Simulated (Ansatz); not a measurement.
Born–Oppenheimer molecular dynamics of a periodic cell of 25 atoms, Mg12CuO12 (surface MgO(111), adsorbate Cu). It goes on from the last frame of an earlier run, with new velocities.

Level of theory: DFT PBEsol, scalar-relativistic, plane waves, PAW (Ansatz). Settings: PAW set soft_1, cutoff 420 eV, k mesh 2x2x1, fermi-dirac smearing 0.05 eV, spin collinear.

```
ensemble                      : NVE (velocity Verlet)
time step                     : 1 fs
steps asked                   : 130
starting velocities drawn for : 1400 K
atoms held                    : 1 to 8
seed                          : 833503
```

Frames 1 fs apart, positions in Å, forces in eV/Å.

Velocities at 20.0 fs (Å/ps):

```
Mg 0.00 0.00 0.00
O 0.00 0.00 0.00
Mg 0.00 0.00 0.00
O 0.00 0.00 0.00
Mg 0.00 0.00 0.00
O 0.00 0.00 0.00
Mg 0.00 0.00 0.00
O 0.00 0.00 0.00
Mg -14.95 6.99 -5.50
O -17.89 -6.77 6.02
Mg 1.50 0.76 -1.00
O -3.52 3.73 1.98
Mg -10.60 -9.53 1.89
O 0.05 -4.01 -7.04
Mg -7.45 -2.07 -2.99
O 9.92 -4.17 1.75
Mg -1.32 2.24 -1.78
O 1.91 -9.56 -5.50
Mg -6.77 -0.97 0.13
O 6.94 9.65 -3.28
Mg 0.95 -3.30 -11.48
O 1.56 10.91 2.82
Mg -1.12 -4.07 4.63
O -4.78 -7.28 0.21
Cu -3.29 2.53 -2.81
```

```xyz
25
Lattice="5.4999 0.0000 0.0000 2.7499 4.7630 0.0000 0.0000 0.0000 17.6133" Properties=species:S:1:pos:R:3:forces:R:3 time_fs=20.0 energy_less_start_eV=1.049 T=923
Mg 0.000 0.000 1.000 0.21 0.02 -1.24
O 4.125 3.969 2.123 -0.09 0.18 1.10
Mg 1.375 2.381 1.000 0.01 -0.21 -1.42
O 2.750 1.588 2.123 -0.15 0.14 1.33
Mg 2.750 0.000 1.000 -0.12 0.15 -1.28
O 6.875 3.969 2.123 -0.07 0.31 1.13
Mg 4.125 2.381 1.000 -0.09 0.08 -1.16
O 5.500 1.588 2.123 0.40 0.23 1.06
Mg 5.537 3.264 3.421 -2.67 -0.24 0.06
O 1.115 2.410 4.696 2.09 -1.44 -2.44
Mg 4.259 0.875 3.476 -1.24 0.49 0.63
O 0.003 0.012 4.706 -0.66 0.10 -1.04
Mg 2.562 3.195 3.481 2.48 -0.15 0.87
O 3.986 2.479 4.668 1.06 -0.08 -0.45
Mg 1.451 0.799 3.578 -1.59 0.07 -0.91
O 2.782 0.124 4.625 -0.06 -0.57 -0.22
Mg 2.799 1.667 6.006 -0.51 -1.31 0.57
O 4.146 0.646 7.167 -0.53 2.14 -1.72
Mg 3.948 4.186 6.193 -0.05 -0.99 1.03
O 5.342 3.213 7.352 -0.87 0.29 -1.39
Mg 5.407 1.614 6.021 -1.44 0.13 0.66
O 1.274 1.141 7.172 1.17 -1.45 0.07
Mg 6.541 3.828 5.781 2.54 2.23 2.85
O 2.547 3.121 7.068 -0.23 1.76 1.12
Cu 6.716 4.064 8.199 0.42 -1.89 0.79
25
Lattice="5.4999 0.0000 0.0000 2.7499 4.7630 0.0000 0.0000 0.0000 17.6133" Properties=species:S:1:pos:R:3:forces:R:3 time_fs=21.0 energy_less_start_eV=1.107 T=897
Mg 0.000 0.000 1.000 0.20 0.01 -1.24
O 4.125 3.969 2.123 -0.14 0.21 1.06
Mg 1.375 2.381 1.000 0.01 -0.21 -1.42
O 2.750 1.588 2.123 -0.17 0.13 1.33
Mg 2.750 0.000 1.000 -0.12 0.15 -1.29
O 6.875 3.969 2.123 -0.09 0.29 1.12
Mg 4.125 2.381 1.000 -0.10 0.08 -1.18
O 5.500 1.588 2.123 0.40 0.24 1.03
Mg 5.522 3.271 3.416 -2.43 -0.34 0.23
O 1.098 2.403 4.702 2.26 -1.27 -2.66
Mg 4.261 0.875 3.475 -1.28 0.43 0.63
O -0.001 0.016 4.708 -0.59 -0.08 -1.09
Mg 2.552 3.186 3.483 2.45 -0.06 0.92
O 3.986 2.474 4.660 0.92 0.01 -0.42
Mg 1.443 0.797 3.574 -1.40 0.01 -0.74
O 2.792 0.120 4.627 -0.38 -0.40 -0.41
Mg 2.797 1.669 6.004 -0.45 -1.44 0.53
O 4.147 0.637 7.160 -0.46 2.36 -1.83
Mg 3.941 4.185 6.194 0.02 -0.94 1.11
O 5.349 3.223 7.348 -1.08 0.17 -1.42
Mg 5.408 1.610 6.010 -1.51 0.11 0.88
O 1.275 1.151 7.175 1.08 -1.53 0.00
Mg 6.540 3.824 5.787 2.54 2.20 2.76
O 2.542 3.114 7.069 -0.13 1.82 1.11
Cu 6.713 4.066 8.196 0.46 -1.94 1.01
25
Lattice="5.4999 0.0000 0.0000 2.7499 4.7630 0.0000 0.0000 0.0000 17.6133" Properties=species:S:1:pos:R:3:forces:R:3 time_fs=22.0 energy_less_start_eV=1.154 T=875
Mg 0.000 0.000 1.000 0.19 0.01 -1.24
O 4.125 3.969 2.123 -0.19 0.23 1.02
Mg 1.375 2.381 1.000 0.01 -0.20 -1.43
O 2.750 1.588 2.123 -0.20 0.12 1.32
Mg 2.750 0.000 1.000 -0.11 0.16 -1.31
O 6.875 3.969 2.123 -0.10 0.28 1.12
Mg 4.125 2.381 1.000 -0.10 0.07 -1.19
O 5.500 1.588 2.123 0.39 0.24 1.01
Mg 5.506 3.278 3.410 -2.16 -0.44 0.40
O 1.082 2.395 4.705 2.43 -1.05 -2.84
Mg 4.261 0.876 3.474 -1.33 0.37 0.61
O -0.005 0.019 4.709 -0.51 -0.27 -1.12
Mg 2.543 3.176 3.485 2.40 0.02 0.94
O 3.987 2.470 4.653 0.78 0.09 -0.36
Mg 1.435 0.795 3.571 -1.21 -0.04 -0.60
O 2.802 0.115 4.628 -0.68 -0.25 -0.58
Mg 2.796 1.670 6.003 -0.39 -1.55 0.48
O 4.149 0.629 7.153 -0.39 2.54 -1.90
Mg 3.934 4.184 6.194 0.09 -0.89 1.16
O 5.355 3.232 7.344 -1.29 0.05 -1.43
Mg 5.408 1.607 5.999 -1.57 0.08 1.10
O 1.278 1.161 7.178 0.97 -1.60 -0.06
Mg 6.541 3.821 5.793 2.52 2.12 2.59
O 2.537 3.108 7.070 -0.04 1.85 1.09
Cu 6.710 4.068 8.193 0.50 -1.95 1.20
25
Lattice="5.4999 0.0000 0.0000 2.7499 4.7630 0.0000 0.0000 0.0000 17.6133" Properties=species:S:1:pos:R:3:forces:R:3 time_fs=23.0 energy_less_start_eV=1.188 T=860
Mg 0.000 0.000 1.000 0.18 0.00 -1.24
O 4.125 3.969 2.123 -0.25 0.26 0.98
Mg 1.375 2.381 1.000 0.01 -0.19 -1.42
O 2.750 1.588 2.123 -0.21 0.11 1.31
Mg 2.750 0.000 1.000 -0.10 0.17 -1.32
O 6.875 3.969 2.123 -0.12 0.26 1.11
Mg 4.125 2.381 1.000 -0.11 0.06 -1.20
O 5.500 1.588 2.123 0.39 0.24 0.98
Mg 5.488 3.284 3.405 -1.87 -0.55 0.56
O 1.067 2.386 4.707 2.59 -0.79 -2.95
Mg 4.262 0.877 3.474 -1.37 0.29 0.58
O -0.009 0.023 4.709 -0.43 -0.45 -1.12
Mg 2.534 3.167 3.488 2.32 0.11 0.96
O 3.988 2.466 4.645 0.63 0.18 -0.29
Mg 1.426 0.793 3.567 -1.03 -0.08 -0.47
O 2.811 0.111 4.630 -0.95 -0.11 -0.73
Mg 2.794 1.671 6.002 -0.34 -1.64 0.43
O 4.150 0.623 7.145 -0.33 2.66 -1.92
Mg 3.928 4.182 6.196 0.16 -0.83 1.19
O 5.360 3.242 7.338 -1.48 -0.07 -1.42
Mg 5.407 1.604 5.988 -1.61 0.07 1.31
O 1.281 1.169 7.181 0.85 -1.66 -0.11
Mg 6.542 3.820 5.800 2.48 2.01 2.37
O 2.533 3.104 7.072 0.04 1.86 1.06
Cu 6.707 4.070 8.191 0.54 -1.92 1.37
25
Lattice="5.4999 0.0000 0.0000 2.7499 4.7630 0.0000 0.0000 0.0000 17.6133" Properties=species:S:1:pos:R:3:forces:R:3 time_fs=24.0 energy_less_start_eV=1.207 T=851
Mg 0.000 0.000 1.000 0.17 -0.01 -1.24
O 4.125 3.969 2.123 -0.31 0.30 0.92
Mg 1.375 2.381 1.000 0.01 -0.18 -1.42
O 2.750 1.588 2.123 -0.23 0.10 1.30
Mg 2.750 0.000 1.000 -0.08 0.17 -1.33
O 6.875 3.969 2.123 -0.14 0.24 1.11
Mg 4.125 2.381 1.000 -0.12 0.06 -1.22
O 5.500 1.588 2.123 0.38 0.24 0.96
Mg 5.470 3.291 3.400 -1.56 -0.65 0.72
O 1.054 2.377 4.707 2.75 -0.49 -3.01
Mg 4.261 0.879 3.474 -1.40 0.21 0.53
O -0.014 0.026 4.709 -0.34 -0.64 -1.11
Mg 2.527 3.157 3.491 2.23 0.20 0.95
O 3.990 2.463 4.637 0.48 0.26 -0.20
Mg 1.417 0.791 3.563 -0.86 -0.12 -0.36
O 2.820 0.106 4.630 -1.20 0.01 -0.84
Mg 2.792 1.671 6.001 -0.30 -1.69 0.37
O 4.151 0.619 7.136 -0.29 2.73 -1.88
Mg 3.921 4.179 6.197 0.23 -0.77 1.20
O 5.365 3.252 7.332 -1.66 -0.18 -1.40
Mg 5.406 1.601 5.978 -1.62 0.06 1.50
O 1.285 1.177 7.184 0.72 -1.70 -0.16
Mg 6.544 3.818 5.808 2.43 1.87 2.08
O 2.527 3.100 7.074 0.13 1.83 1.02
Cu 6.704 4.071 8.189 0.58 -1.84 1.50
25
Lattice="5.4999 0.0000 0.0000 2.7499 4.7630 0.0000 0.0000 0.0000 17.6133" Properties=species:S:1:pos:R:3:forces:R:3 time_fs=25.0 energy_less_start_eV=1.213 T=849
Mg 0.000 0.000 1.000 0.16 -0.02 -1.23
O 4.125 3.969 2.123 -0.38 0.33 0.86
Mg 1.375 2.381 1.000 0.00 -0.17 -1.41
O 2.750 1.588 2.123 -0.25 0.08 1.29
Mg 2.750 0.000 1.000 -0.07 0.18 -1.34
O 6.875 3.969 2.123 -0.15 0.23 1.11
Mg 4.125 2.381 1.000 -0.12 0.05 -1.23
O 5.500 1.588 2.123 0.36 0.24 0.94
Mg 5.452 3.297 3.395 -1.22 -0.75 0.88
O 1.043 2.368 4.706 2.89 -0.18 -3.00
Mg 4.260 0.880 3.474 -1.43 0.11 0.47
O -0.019 0.029 4.708 -0.25 -0.82 -1.07
Mg 2.521 3.148 3.495 2.11 0.29 0.93
O 3.992 2.459 4.630 0.33 0.33 -0.09
Mg 1.407 0.789 3.559 -0.70 -0.14 -0.28
O 2.828 0.101 4.630 -1.42 0.11 -0.91
Mg 2.790 1.671 6.000 -0.25 -1.73 0.30
O 4.152 0.616 7.125 -0.25 2.73 -1.79
Mg 3.914 4.177 6.200 0.29 -0.71 1.18
O 5.368 3.262 7.325 -1.81 -0.29 -1.36
Mg 5.404 1.597 5.969 -1.61 0.07 1.65
O 1.289 1.183 7.186 0.58 -1.73 -0.20
Mg 6.548 3.818 5.817 2.36 1.71 1.73
O 2.523 3.098 7.077 0.21 1.79 0.98
Cu 6.701 4.072 8.187 0.62 -1.73 1.60
25
Lattice="5.4999 0.0000 0.0000 2.7499 4.7630 0.0000 0.0000 0.0000 17.6133" Properties=species:S:1:pos:R:3:forces:R:3 time_fs=26.0 energy_less_start_eV=1.206 T=852
Mg 0.000 0.000 1.000 0.14 -0.02 -1.23
O 4.125 3.969 2.123 -0.47 0.37 0.79
Mg 1.375 2.381 1.000 0.00 -0.16 -1.40
O 2.750 1.588 2.123 -0.26 0.07 1.28
Mg 2.750 0.000 1.000 -0.05 0.18 -1.34
O 6.875 3.969 2.123 -0.17 0.21 1.11
Mg 4.125 2.381 1.000 -0.13 0.04 -1.24
O 5.500 1.588 2.123 0.34 0.23 0.92
Mg 5.432 3.303 3.391 -0.87 -0.85 1.02
O 1.034 2.358 4.702 3.01 0.12 -2.94
Mg 4.259 0.882 3.474 -1.46 0.02 0.39
O -0.024 0.032 4.706 -0.16 -0.99 -1.02
Mg 2.515 3.138 3.499 1.98 0.38 0.89
O 3.994 2.455 4.622 0.19 0.40 0.03
Mg 1.397 0.786 3.555 -0.54 -0.16 -0.21
O 2.835 0.096 4.630 -1.61 0.20 -0.96
Mg 2.788 1.669 5.999 -0.22 -1.73 0.24
O 4.153 0.615 7.114 -0.23 2.68 -1.65
Mg 3.908 4.174 6.202 0.36 -0.64 1.14
O 5.370 3.271 7.317 -1.94 -0.40 -1.29
Mg 5.402 1.594 5.960 -1.57 0.09 1.77
O 1.293 1.189 7.189 0.45 -1.74 -0.23
Mg 6.552 3.818 5.827 2.27 1.54 1.34
O 2.518 3.097 7.081 0.29 1.72 0.94
Cu 6.698 4.074 8.185 0.65 -1.58 1.65
25
Lattice="5.4999 0.0000 0.0000 2.7499 4.7630 0.0000 0.0000 0.0000 17.6133" Properties=species:S:1:pos:R:3:forces:R:3 time_fs=27.0 energy_less_start_eV=1.188 T=860
Mg 0.000 0.000 1.000 0.13 -0.03 -1.22
O 4.125 3.969 2.123 -0.56 0.42 0.71
Mg 1.375 2.381 1.000 0.00 -0.15 -1.38
O 2.750 1.588 2.123 -0.27 0.06 1.27
Mg 2.750 0.000 1.000 -0.04 0.19 -1.35
O 6.875 3.969 2.123 -0.18 0.19 1.11
Mg 4.125 2.381 1.000 -0.14 0.03 -1.26
O 5.500 1.588 2.123 0.31 0.23 0.90
Mg 5.413 3.308 3.387 -0.50 -0.95 1.16
O 1.026 2.349 4.697 3.10 0.42 -2.82
Mg 4.257 0.883 3.475 -1.48 -0.09 0.31
O -0.029 0.033 4.704 -0.07 -1.15 -0.94
Mg 2.510 3.129 3.503 1.84 0.47 0.83
O 3.997 2.452 4.614 0.05 0.47 0.17
Mg 1.387 0.784 3.551 -0.40 -0.17 -0.17
O 2.841 0.092 4.629 -1.78 0.26 -0.97
Mg 2.786 1.667 5.998 -0.19 -1.71 0.17
O 4.153 0.616 7.101 -0.22 2.59 -1.45
Mg 3.901 4.171 6.205 0.42 -0.57 1.08
O 5.371 3.281 7.308 -2.05 -0.49 -1.21
Mg 5.399 1.591 5.952 -1.50 0.14 1.85
O 1.298 1.193 7.191 0.31 -1.74 -0.25
Mg 6.557 3.819 5.838 2.16 1.37 0.91
O 2.513 3.096 7.085 0.36 1.63 0.90
Cu 6.695 4.074 8.183 0.68 -1.41 1.67
25
Lattice="5.4999 0.0000 0.0000 2.7499 4.7630 0.0000 0.0000 0.0000 17.6133" Properties=species:S:1:pos:R:3:forces:R:3 time_fs=28.0 energy_less_start_eV=1.163 T=871
Mg 0.000 0.000 1.000 0.11 -0.04 -1.22
O 4.125 3.969 2.123 -0.65 0.47 0.62
Mg 1.375 2.381 1.000 0.00 -0.13 -1.37
O 2.750 1.588 2.123 -0.28 0.05 1.26
Mg 2.750 0.000 1.000 -0.02 0.19 -1.35
O 6.875 3.969 2.123 -0.20 0.17 1.11
Mg 4.125 2.381 1.000 -0.14 0.02 -1.27
O 5.500 1.588 2.123 0.28 0.22 0.88
Mg 5.393 3.313 3.383 -0.13 -1.04 1.29
O 1.020 2.340 4.690 3.15 0.69 -2.64
Mg 4.254 0.884 3.475 -1.50 -0.19 0.21
O -0.034 0.035 4.701 0.02 -1.29 -0.85
Mg 2.506 3.120 3.507 1.69 0.56 0.75
O 3.999 2.449 4.606 -0.09 0.52 0.32
Mg 1.377 0.782 3.547 -0.27 -0.17 -0.14
O 2.846 0.087 4.627 -1.91 0.30 -0.95
Mg 2.784 1.665 5.997 -0.17 -1.67 0.10
O 4.154 0.618 7.087 -0.23 2.45 -1.21
Mg 3.895 4.168 6.209 0.48 -0.49 1.01
O 5.371 3.290 7.299 -2.12 -0.58 -1.11
Mg 5.395 1.588 5.945 -1.39 0.20 1.87
O 1.303 1.197 7.193 0.18 -1.73 -0.26
Mg 6.563 3.821 5.848 2.04 1.21 0.45
O 2.509 3.097 7.090 0.42 1.51 0.86
Cu 6.692 4.075 8.182 0.70 -1.22 1.65
```

Of the whole run (130 fs, mean temperature of the second half 983 K): The conserved energy stayed within 0.094 meV per atom of its start (net change 0.054 meV per atom), so the integration is sound. A run of 0.13 ps of so small a system gives no equilibrium averages. Limits of this set-up: coarse k mesh, thin slab, slab without dipole correction, PAW files made for another functional.

The run took 29 min on 4 threads of Intel(R) Xeon(R) Platinum 8259CL CPU @ 2.50GHz (Skylake/Cascade Lake), with other jobs on the host, peak memory 1.5 GiB.
